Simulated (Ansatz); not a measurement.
Predict the output of the script below (the Python package of Ansatz (0.2.0)).

`ik_energy.py`
```python
"""Electronic structure of the IK(+) molecule."""

import sys

import ansatz as az

params = {
    "basis": "def2-SVP",
    "net_charge": 1,
}


def main() -> None:
    geometry_ang = [
        ("K", (0.0, 0.0, 0.0)),
        ("I", (0.0, 0.0, 3.355)),
    ]
    molecule = az.Crystal.molecule()
    for symbol, xyz in geometry_ang:
        molecule = molecule.atom(symbol, xyz)

    model = (
        molecule.calculation()
        .basis(gaussian=params["basis"])
        .functional(az.LibraryFunctional("PBE-QIDH"))
        .charge(params["net_charge"])
        .spin("collinear", total=1)
    )
    try:
        rep = model.run(threads=1).report
    except az.AnsatzError as error:
        sys.exit(f"{type(error).__name__}: {error}")

    print("reference energy %16.6f eV" % rep["reference_energy_ev"])
    print("total energy     %16.6f eV" % rep["free_energy_ev"])
    print("occupied orbitals outside the frozen core (up, down):", rep["n_occupied"], " frozen:", rep["n_frozen"], " virtual:", rep["n_virtual"])

    field = rep["mean_field"]
    print("<S^2> =", round(abs(field["state"]["spin_squared"]), 4), " all-electron relativity setting:", field["relativity"])
    print("passes:", field["passes"])
    if "symmetry" in field:
        print("occupied orbitals by irrep:", field["symmetry"]["occupied"])


if __name__ == "__main__":
    main()
```

```console
$ python ik_energy.py
reference energy    -24400.988338 eV
total energy        -24402.427260 eV
occupied orbitals outside the frozen core (up, down): [13, 12]  frozen: 9  virtual: [28, 29]
<S^2> = 0.7539  all-electron relativity setting: none
passes: {'evaluations': 23, 'products': 37}
occupied orbitals by irrep: [{'A1': 11, 'A2': 1, 'B1': 5, 'B2': 5}, {'A1': 11, 'A2': 1, 'B1': 5, 'B2': 4}]
```

Notes:
- Total energies depend on the basis set; only differences at equal settings carry meaning.
- The geometry is a force-field or estimated start, not a minimum of this method, and the basis set is short of its limit.
- def2 sets replace the cores of elements past krypton by effective core potentials.
- The run takes the species as open-shell (spin multiplicity 2), which needn't be its ground state.
- The spin state was assumed, and another may lie lower.
- Run time: 4.7 s on 1 thread of Arm Neoverse V2, with other jobs on the host, peak memory 0.21 GiB.
